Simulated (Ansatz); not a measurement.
# AgF: a single-point run

Wanted: a converged single-point run for AgF, and a check of what comes out. The structure is shown as the input types it. The cell is built on a prototype (CsCl type) and needn't be the phase found in nature.

Program: Ansatz 0.2.0. Level of theory: density functional or hybrid calculation with the settings of its input, plane waves. These are calculated values, not measurements.

1 further run of the same task is left out (it didn't finish).

## 1. The system as given

It takes space group Pm-3m (No. 221, cubic). Conventional cell: a = 2.976 Å, b = 2.976 Å, c = 2.976 Å, α = 90.00°, β = 90.00°, γ = 90.00°. Ag (site symmetry m-3m) is surrounded by 8 F at 2.58 Å. F (site symmetry m-3m) has 8 Ag at 2.58 Å as nearest neighbours.

Structure file:

```
Ag F
1.0
     2.97564    0.00000    0.00000
     0.00000    2.97564    0.00000
     0.00000    0.00000    2.97564
Ag F
1 1
Direct
  0.00000 0.00000 0.00000
  0.50000 0.50000 0.50000
```

## 2. The run

The input, input.yaml:

```yaml
crystal:
  lattice:
    - [2.9756423061, 0.0, 0.0]
    - [0.0, 2.9756423061, 0.0]
    - [0.0, 0.0, 2.9756423061]
  atoms:
    - { symbol: Ag, position: [0.0, 0.0, 0.0] }
    - { symbol: F, position: [0.5, 0.5, 0.5] }
kpoints:
  mp_grid: { grid: [6, 6, 6] }
hamiltonian:
  xc: r2scan
scf:
  occupations: { method: cold, width: 4 }
  n_extra_bands: 4
output:
  forces: true
  stress: true
  eigenvalues: true
```

Run with:

```console
$ ansatz run input.yaml --threads 4 --pin off --max-ram 3686MiB --backend cpu --events-out ev --progress --plain --runs-dir out
```

Q: Will this input give a usable result? If not, why, and what should change?

The run converged and reported no error. It gives a pressure of -15 GPa, which is large.

In the input, scf.occupations.width is 4. Occupations are smeared over electronvolts, wider than many features of the bands.

To check: set scf.occupations.width to 0.001.
